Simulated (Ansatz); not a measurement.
# Ca2TaO2: the cost of one run

Program: Ansatz 0.2.0. Level of theory: DFT PBE, scalar-relativistic, plane waves, PAW. These are calculated values, not measurements.

### 1 The system as given

The structure is orthorhombic, space group Pmmm (No. 47). The conventional cell has a = 2.421 Å, b = 4.204 Å, c = 4.846 Å, α = 90.00°, β = 90.00°, γ = 90.00°. Around Ca (site symmetry mmm) lie 4 O at 1.53 Å. Ca (site symmetry mmm) has 2 O at 1.17 Å in its first shell of neighbours. Around Ta (site symmetry mmm) lie 2 Ta at 2.42 Å and 4 Ca at 2.71 Å. O (site symmetry m2m) has 3 Ca at 1.17 to 1.53 Å in its first shell of neighbours.

As a file:

```cif
data_structure
_symmetry_space_group_name_H-M 'P 1'
_symmetry_Int_Tables_number 1
_cell_length_a 2.4205
_cell_length_b 4.2040
_cell_length_c 4.8461
_cell_angle_alpha 90.000
_cell_angle_beta 90.000
_cell_angle_gamma 90.000
_cell_volume 49.31
loop_
_atom_site_label
_atom_site_type_symbol
_atom_site_fract_x
_atom_site_fract_y
_atom_site_fract_z
_atom_site_occupancy
Ca1 Ca 0.00000 0.50000 0.00000 1
Ca2 Ca 0.50000 0.00000 0.00000 1
Ta1 Ta 0.00000 0.00000 0.50000 1
O1 O 0.50000 0.72236 0.00000 1
O2 O 0.50000 0.27764 0.00000 1
```

Recipe of the guess: random cell by space group and Wyckoff sites (Pmmm, No. 47). Lengths come from tabulated atomic sizes and are only a guess.

### 2 A first look at the guess

Input file input.yaml:

```yaml
crystal:
  lattice:
    - [2.42050497, 0.0, 0.0]
    - [0.0, 4.20401261, 0.0]
    - [0.0, 0.0, 4.84612537]
  atoms:
    - { symbol: Ca, position: [0.0, 0.5, 0.0] }
    - { symbol: Ca, position: [0.5, 0.0, 0.0] }
    - { symbol: Ta, position: [0.0, 0.0, 0.5] }
    - { symbol: O, position: [0.5, 0.72236346, 0.0] }
    - { symbol: O, position: [0.5, 0.27763654, 0.0] }
basis:
  ecutwfc: 420
kpoints:
  mp_grid: { grid: [8, 4, 4] }
hamiltonian:
  xc: pbe
scf:
  occupations: { method: gaussian, width: 0.1 }
  lower_state_search: "off"
output:
  forces: true
  stress: true
  eigenvalues: true
```

Started as:

```bash
$ ansatz run input.yaml --threads 1 --pin off --max-ram 2560MiB --backend cpu --events-out ev --progress --plain --runs-dir out
```

Q: Estimate wall time and peak memory on 1 thread of Intel Xeon at 2.50GHz (Skylake/Cascade Lake), shared host.

About 11 s, with a peak of 0.37 GiB.
